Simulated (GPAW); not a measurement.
Runs of GPAW 26.7.0 on NiMoIrPdW. Symmetry: P3m1, No. 156, trigonal system. Conventional cell: a = 4.117 Å, b = 4.117 Å, c = 5.446 Å, α = 90.00°, β = 90.00°, γ = 120.00°. Ni (site symmetry 3m) is surrounded by 3 Mo at 2.38 Å and 3 Ir at 2.69 Å. Mo (site symmetry 3m) is surrounded by 3 Ni at 2.38 Å and 3 Ir at 2.70 Å and 2 Pd at 2.72 to 2.73 Å. Around Pd (site symmetry 3m) lie 3 W at 2.68 Å and 2 Mo at 2.72 to 2.73 Å and 3 Ir at 2.77 Å. Ir (site symmetry 3m) has 2 W at 2.66 to 2.78 Å and 3 Ni at 2.69 Å and 3 Mo at 2.70 Å and 3 Pd at 2.77 Å as nearest neighbours. Around W (site symmetry 3m) lie 2 Ir at 2.66 to 2.78 Å and 3 Pd at 2.68 Å and 3 Mo at 2.81 Å and 3 Ni at 2.82 Å. The cell was built by a generator and needn't be a form met in nature.

```tsv
level	potentials or basis	eigensolver	pressure (GPa)	moment (μB)	largest force (eV/Å)
revPBE	the program's PAW data sets (release 1.2.1) made for this functional, pw	-	3.1	0.00	0.21
PBEsol	PAW data sets generated in the run's folder for this functional, pw	-	-7.9	0.00	0.12
RPBE	the program's PAW data sets (release 1.2.1) made for this functional, pw	-	4.2	0.00	(a)
LDA	the program's PAW data sets (release 1.2.1) made for this functional, pw	-	-13.4	0.00	(b)
BLYP	PAW data sets generated in the run's folder for this functional, pw	davidson	8.8	0.00	0.31
```

Alike in all rows: task band structure; spin collinear, ferromagnetic start; cell as given; k mesh 5 × 5 × 4; cutoff (eV) 600; smearing fermi-dirac 0.05 eV.

Q: Estimate the missing entries.

A: (a) 0.22; (b) 0.14.

Caveats: the stock nickel data set gives pressures a few GPa off other programs.

Runs at the PBE level aren't shown here.
